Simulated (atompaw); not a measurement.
**Pt: generating and testing a PAW (atompaw) potential**

Aim: build the potential from the settings below, then test how well it stands in for the atom: scattering, ghost states and the plane-wave cutoff that it needs.

Method: atompaw 4.2.0.5, LDA (PW92), scalar-relativistic.

3 further runs of the same task are left out: 3 set aside as unsound or not needed.

## Step 1: Starting point

The settings as typed:

```json
{"element": "platinum (Pt, Z = 78)", "type": "PAW", "frozen core": "[Kr] 4d10 4f14 5s2", "valence charge": "16", "reference configuration": "5p6 5d9 6s0 6p1", "partial waves": "6s (bound, empty): rc 2.15 bohr; 6s channel at 10.4 Ry: rc 2.15 bohr; 5p (bound): rc 2.00 bohr; 6p (bound): rc 2.15 bohr; 5d (bound): rc 1.45 bohr; 5d channel at 0.05 Ry: rc 2.15 bohr", "local potential": "ultrasoft scheme with l = 3 at 0 Ry, radius 1.45 bohr", "core correction": "smooth core density matched at 1.30 bohr", "augmentation charge": "besselshape compensation charge, radius 1.80 bohr; PAW radius 2.15 bohr; waves and projectors: custom rrkj vanderbiltortho"}
```

The outer shells as boxes (Hund's rule for the drawing; the calculation is spin-unpolarised):

```
[Kr] core
4d [↑↓][↑↓][↑↓][↑↓][↑↓]
4f [↑↓][↑↓][↑↓][↑↓][↑↓][↑↓][↑↓]
5s [↑↓]
5p [↑↓][↑↓][↑↓]
5d [↑↓][↑↓][↑↓][↑↓][↑ ]
6s [  ]
6p [↑ ][  ][  ]
```

The nodes and maxima of the atom's own shells, from an earlier all-electron run, set the scale for the radii.

All-electron outer shells of the reference configuration (LDA (PW92), scalar-relativistic, ld1.x):

| shell | level (eV) | outermost node (bohr) | outermost maximum (bohr) |
| --- | --- | --- | --- |
| 5s | -104.21 | 0.49 | 0.87 |
| 4f | -72.50 | – | 0.38 |
| 5p | -58.32 | 0.53 | 0.98 |
| 5d | -8.30 | 0.57 | 1.26 |
| 6s | -7.42 | 1.14 | 2.32 |
| 6p | -2.02 | 1.36 | 3.38 |

## Step 2: The generation run

Input file Pt.input:

```
Pt 78
LDA-PW scalarrelativistic loggrid 2001 logderivrange -6 5 276
6 6 5 4 0 0
6 0 0
6 1 1
5 2 9
0 0 0
c
c
c
c
c
v
c
c
c
v
v
c
c
v
c
2
2.15 1.80 1.45 1.30
y
10.4
n
n
y
0.05
n
custom rrkj vanderbiltortho besselshape
3 0 ultrasoft
2.15
2.15
2.00
2.15
1.45
2.15
PWSCFOUT
UPFDX 0.0125d0 UPFXMIN -7.d0 UPFZMESH 78.d0
END
```

On the command line:

```
$ atompaw < Pt.input > Pt.log
```

Q: Predict the outcome of this session. Wanted: cutoffs for 10 and 1 mRy, occupied levels; bound ghosts; largest phase difference near zero energy, channels read; lowest eigenvalue of the overlap; share of valence orbitals outside the PAW sphere; UPF file.

As calculated:

| quantity | value |
| --- | --- |
| cutoffs for 10 and 1 mRy, occupied levels | 50 Ry and 90 Ry |
| bound ghosts | s at -102.84 eV |
| largest phase difference near zero energy, channels read | 0.019 rad |
| lowest eigenvalue of the overlap (Bessel basis) | 0.013 (s) |
| share of valence orbitals outside the PAW sphere | 6s 73 %, 5p 1 %, 6p 94 %, 5d 21 % |
| UPF file | written |

What this shows: It has a bound ghost (s), a state that the atom doesn't have, and that rules the file out. Close by lies the frozen 5s level (-104.2 eV). The potential is of middling hardness: the looser tolerance needs 50 Ry. The slowest occupied level is 5d: taken alone it needs 50 Ry to come within 1 mRy, against 25 Ry for 5p. Near zero energy the phases of the channels with partial waves agree within 0.019 rad.
